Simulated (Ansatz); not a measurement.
# F₂H₄N₂Sn: one species, many methods

An exercise on one series of results from a longer session: the logs are not shown, and one member is left open.

The runs use Ansatz 0.2.0, Gaussian basis; functionals in def2-TZVPP, the program's frozen cores in correlated methods.

Levels to be run: LDA (SPW92), PBE-D4, revPBE-D4, BLYP-D4, r2SCAN-D4, B97M-V, PBE0-D4, B3LYP-D4, r2SCANh-D4, r2SCAN0-D4, HSE06-D4, BHLYP-D4, CAM-B3LYP-D4, LC-ωPBE, ωB97X-V, ωB97M-V, B2PLYP, PBE-QIDH; CCSD(T)/def2-SVP; CCSD(T)/def2-TZVPP; MP2/def2-QZVPP; extrapolation to the limit; RPA on PBE.

## The relaxed structure

An earlier PBE0-D4 in a triple-zeta def2 set relaxation fixed the geometry. Sn takes the def2 core potential; no spin-orbit term is included.

SMILES `[NH2][Sn]([NH2])([F])[F]`, 9 atoms, charge 0, spin multiplicity 1.

Atoms are counted from 1 here; the program's logs count them from 0.

Bond lengths: N1–Sn2 1.987 Å, N1–H6 1.012 Å, N1–H7 1.012 Å, Sn2–N3 1.988 Å, Sn2–F4 1.912 Å, Sn2–F5 1.912 Å, N3–H8 1.012 Å, N3–H9 1.012 Å. Angles: Sn2–N1–H6 113.9°, Sn2–N1–H7 112.8°, H6–N1–H7 108.8°, N1–Sn2–N3 114.1°, N1–Sn2–F4 115.2°, N1–Sn2–F5 104.3°, N3–Sn2–F4 104.3°, N3–Sn2–F5 115.2°, F4–Sn2–F5 103.5°, Sn2–N3–H8 113.9°, Sn2–N3–H9 112.8°, H8–N3–H9 108.8°.

Set-up of the first run:

Contents of in.yaml:

```yaml
crystal:
  periodic: [false, false, false]
  atoms:
    - {symbol: N, position_ang: [-1.307937, 1.120167, -0.425315]}
    - {symbol: Sn, position_ang: [0.318420, -0.017998, -0.326898]}
    - {symbol: N, position_ang: [0.456392, -1.092942, 1.339159]}
    - {symbol: F, position_ang: [0.501041, -1.299560, -1.733915]}
    - {symbol: F, position_ang: [1.764284, 1.194410, -0.634884]}
    - {symbol: H, position_ang: [-2.169039, 0.597853, -0.522268]}
    - {symbol: H, position_ang: [-1.259595, 1.809219, -1.164887]}
    - {symbol: H, position_ang: [0.622883, -0.541272, 2.170826]}
    - {symbol: H, position_ang: [1.161950, -1.816078, 1.281084]}
basis:
  gaussian: {orbitals: def2-TZVPP}
hamiltonian: {xc: lda}
output: {orbitals: {seedname: orbitals}}
```

Run with:

```
ansatz run in.yaml --threads 4 --pin off --events-out ev --progress --plain --max-ram 10444MiB
```

Among the steps run: LDA; PBE-D4 (GGA); revPBE-D4 (GGA); BLYP-D4 (GGA); r2SCAN-D4 (meta-GGA); B97M-V (meta-GGA); PBE0-D4 (hybrid); B3LYP-D4 (hybrid); r2SCANh-D4 (hybrid); r2SCAN0-D4 (hybrid); HSE06-D4 (hybrid); BHLYP-D4 (hybrid); CAM-B3LYP-D4 (range-separated); LC-ωPBE (range-separated); ωB97X-V (range-separated); ωB97M-V (range-separated); B2PLYP (double hybrid); PBE-QIDH (double hybrid).

One table of the session follows, with a row left open; its other results are not shown here.

It belongs to the step «Orbital energies across the functionals». 

```
  functional  HOMO (eV)  LUMO (eV)  gap (eV)
 LDA (SPW92)      -7.03      -2.76      4.27
      PBE-D4      -6.82      -2.44      4.38
   revPBE-D4      -6.75      -2.31      4.44
     BLYP-D4      -6.71      -2.44      4.27
   r2SCAN-D4      -7.16      -2.14      5.02
      B97M-V      -7.22      -2.23      4.99
     PBE0-D4      -8.34      -1.46      6.88
    B3LYP-D4      -8.08      -1.84      6.25
  r2SCANh-D4      -7.73      -1.79      5.93
  r2SCAN0-D4          ?          ?         ?
    HSE06-D4      -7.93      -1.83      6.10
    BHLYP-D4      -9.77      -0.57      9.20
CAM-B3LYP-D4      -9.80      -0.52      9.29
     LC-ωPBE     -11.21       0.89     12.10
     ωB97X-V     -10.82       0.69     11.51
     ωB97M-V     -10.74       0.46     11.19
```

Estimate the missing values for r2SCAN0-D4.

Worked estimate for «HOMO (eV)». Against the share of exact exchange, r2SCAN-D4 (0, -7.16), r2SCANh-D4 (0.1, -7.73) give a slope of -5.70 per unit share; at 0.25 the line stands at -8.58.

**Answer.** HOMO (eV): -8.58; LUMO (eV): -1.27; gap (eV): 7.31. In «HOMO (eV)» the line misses by 0.00.
